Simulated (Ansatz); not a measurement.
This script drives Ansatz 0.2.0, Python API.

`relaxed_scan_ch3albr.py`:
```python
'''Relaxed scan of one distance in CH3AlBr.'''

from dataclasses import dataclass

import ansatz as az
import numpy as np


@dataclass(frozen=True)
class RunConfig:
    basis_set: str = 'def2-SVP'
    xc: str = 'b3lyp'


settings = RunConfig()

GEOMETRY = '''
C    -0.38580    0.49110   -0.30600
Al    1.10680   -0.72340   -0.29960
Br    1.40790   -2.15800    1.54540
H     0.01210    1.58920   -0.39430
H    -1.01670    0.40900    0.59980
H    -1.08220    0.32810   -1.19150
'''

ch3albr = az.Crystal.molecule()
for line in GEOMETRY.strip().splitlines():
    symbol, *xyz = line.split()
    ch3albr = ch3albr.atom(symbol, [float(v) for v in xyz])

base = ch3albr.calculation()
base = base.basis(gaussian=settings.basis_set)
base = base.functional(settings.xc)
base = base.spin('collinear', total=1)
symbols = [site.symbol for site in ch3albr.cartesian_sites]
pairs = [(0, 1), (0, 3), (0, 4), (0, 5), (1, 2)]
print('held (A)   E (eV)        ', '  '.join(f'{symbols[i]}{i}-{symbols[j]}{j}' for i, j in pairs))
for length in [1.77, 1.92, 2.08, 2.31, 2.6]:
    rep = base.relax(constraints=[az.DistanceConstraint((0, 1), at=length)], force_tolerance=0.02, max_steps=60).run(threads=1, backend='cpu').report
    xyz = np.array(rep['positions_ang'])
    print(f'{length:6.2f} {rep["free_energy_ev"]:14.5f}  ', '  '.join(f'{np.linalg.norm(xyz[i] - xyz[j]):.3f}' for i, j in pairs))
```

It is started by `python relaxed_scan_ch3albr.py`. Estimate its wall time and peak memory on 1 thread of AMD EPYC 7571, with other jobs on the host.

It took about 5 min, with a peak of 0.33 GiB, for 5 runs of the engine.

Running `python relaxed_scan_ch3albr.py` prints:
```text
held (A)   E (eV)         C0-Al1  C0-H3  C0-H4  C0-H5  Al1-Br2
DeckWarning: relax.constraints: the input's atoms, or those drawn, lie off the distances that are held; a relaxation that starts there is brought onto them ahead of its first SCF, by positions alone, [...]
  1.77   -77719.68472   1.770  1.106  1.104  1.105  2.307
  1.92   -77720.03774   1.920  1.104  1.103  1.104  2.304
  2.08   -77720.01418   2.080  1.102  1.101  1.102  2.303
  2.31   -77719.67864   2.310  1.099  1.099  1.099  2.305
  2.60   -77719.18794   2.600  1.095  1.096  1.095  2.316
```
(Warnings from the package without file and line, shortened, repeats left out.)

What to keep in mind:
- Total energies depend on the basis set; only differences at equal settings carry meaning.
- The energies are electronic: no zero-point or thermal terms, and the basis set is short of its limit.
- The run takes the species as open-shell (spin multiplicity 2), which needn't be its ground state.
- b3lyp holds the VWN-RPA fit, as in Gaussian; the form of ORCA and Turbomole is b3lyp5.
